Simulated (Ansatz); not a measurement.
**BH2F (SMILES BF) at SVWN5/cc-pVTZ**

Aim: the electronic atomisation energy of BH2F at SVWN5/cc-pVTZ, from 4 runs. 

The calculation is run with Ansatz 0.2.0.

48 further runs of the same task are left out: 48 set aside as unsound or not needed.

## (1) The molecule

BH2F: 4 atoms, total charge 0, spin state singlet. As SMILES, `BF`. Geometry: relaxed at PBE0-D4/def2-TZVP.

Bond lengths: B1–F2 1.317 Å, B1–H3 1.197 Å, B1–H4 1.198 Å. Angles: F2–B1–H3 117.8°, F2–B1–H4 117.8°, H3–B1–H4 124.4°.

## (2) The energy at SVWN5/cc-pVTZ

Input file molecule.yaml:

```yaml
crystal:
  periodic: [false, false, false]
  atoms:
    - {symbol: B, position_ang: [-0.027300, -0.004000, -0.030800]}
    - {symbol: F, position_ang: [1.061200, -0.296700, 0.649900]}
    - {symbol: H, position_ang: [-1.012500, -0.649100, 0.186200]}
    - {symbol: H, position_ang: [0.034200, 0.889600, -0.825600]}
basis:
  gaussian: {orbitals: cc-pVTZ}
hamiltonian: {xc: {name: SVWN5}}
accuracy: high
output: {orbitals: {seedname: orbitals}}
```

Command:

```bash
ansatz run molecule.yaml --threads 1 --pin off --max-ram 3480MiB --events-out events.jsonl --progress --plain --runs-dir runs
```

Output:

```text
Warning: RAYON_NUM_THREADS=1 ignored (pool sized by the plan → 1); use --threads N
Functional definition: SVWN5
  name "SVWN5"
  exchange = slater_x
  correlation = vwn5_c
1444 factors; integrals over basis functions are off by at most 3.0e-9 eV
mean field evaluation 1: about -3400.7417 eV, gradient 2.7e1 eV
mean field evaluation 2: about -3400.1210 eV, gradient 3.9e1 eV
mean field evaluation 4: about -3402.2043 eV, gradient 1.5e0 eV
mean field evaluation 8: about -3402.2063 eV, gradient 2.0e-2 eV
mean field evaluation 16: about -3402.2063 eV, gradient 3.7e-7 eV
mean field -3402.20625730 eV, -125.0287738576 hartree, gradient 2.0e-8 eV, S^2 0.000000; 0 other end points of the search recorded, 0 dependent functions left out
reference -3402.20626022 eV, -125.0287739647 hartree; 8, 8 occupied and 80, 80 virtual orbitals, 1444 factors
Total energy: -3402.20626022 eV, -125.0287739647 hartree
```

It took 1.8 s on 1 thread of Arm Neoverse V1, shared host; peak memory 0.15 GiB.

## (3) The B atom at the same level

Input file molecule.yaml:

```yaml
basis:
  gaussian: {orbitals: cc-pVTZ}
crystal:
  periodic: [false, false, false]
  atoms:
    - {symbol: B, position_ang: [0.000000, 0.000000, 0.000000]}
magnetization: {spin_polarized: true, initial_magnetization: 1}
hamiltonian: {xc: {name: SVWN5}}
accuracy: high
```

Run the same way, it converges to -24.35423 Eh (log not shown).

## (4) The F atom, same level

Input file run.yaml:

```yaml
crystal:
  periodic: [false, false, false]
  atoms:
    - {symbol: F, position_ang: [0.000000, 0.000000, 0.000000]}
basis:
  gaussian:
    orbitals: cc-pVTZ
magnetization:
  spin_polarized: true
  initial_magnetization: 1
hamiltonian:
  xc: {name: SVWN5}
accuracy: high
```

Run the same way, it converges to -99.10079 Eh (log not shown).

## (5) The H atom

Input file run.yaml:

```yaml
crystal:
  periodic: [false, false, false]
  atoms:
    - symbol: H
      position_ang: [0.000000, 0.000000, 0.000000]
basis:
  gaussian: {orbitals: cc-pVTZ}
accuracy: high
hamiltonian: {xc: {name: SVWN5}}
magnetization: {spin_polarized: true, initial_magnetization: 1}
```

Command:

```bash
ansatz run run.yaml --threads 1 --pin off --max-ram 3480MiB --events-out events.jsonl --progress --plain --runs-dir runs
```

Output:

```text
Warning: RAYON_NUM_THREADS=1 ignored (pool sized by the plan → 1); use --threads N
Functional definition: SVWN5
  name "SVWN5"
  exchange = slater_x
  correlation = vwn5_c
92 factors; integrals over basis functions are off by at most 8.9e-10 eV
mean field evaluation 1: about -13.0151 eV, gradient 4.6e-1 eV
mean field evaluation 2: about -13.0142 eV, gradient 4.6e-1 eV
mean field evaluation 4: about -13.0165 eV, gradient 1.3e-4 eV
mean field evaluation 8: about -13.0165 eV, gradient 2.1e-7 eV
mean field -13.01649706 eV, -0.4783474441 hartree, gradient 1.4e-10 eV, S^2 0.750000; 0 other end points of the search recorded, 0 dependent functions left out
reference -13.01649883 eV, -0.4783475093 hartree; 1, 0 occupied and 13, 14 virtual orbitals, 92 factors
Total energy: -13.01649883 eV, -0.4783475093 hartree
```

Run time: 0.12 s. Hardware: 1 thread of Arm Neoverse V1, shared host.

## (6) Summary of results

At SVWN5/cc-pVTZ:

```
                     quantity          value
       molecule: total energy  -125.02877 Eh
        molecule: HOMO energy       -7.76 eV
        molecule: LUMO energy       -2.49 eV
      molecule: HOMO–LUMO gap        5.28 eV
         B atom: total energy   -24.35423 Eh
                 B atom: ⟨S²⟩          0.752
         F atom: total energy   -99.10079 Eh
                 F atom: ⟨S²⟩          0.751
         H atom: total energy    -0.47835 Eh
                 H atom: ⟨S²⟩          0.750
electronic atomisation energy      16.791 eV
```

Taking the molecule apart into free atoms costs 16.79 eV (1620 kJ/mol), before zero-point energy and without spin-orbit coupling.
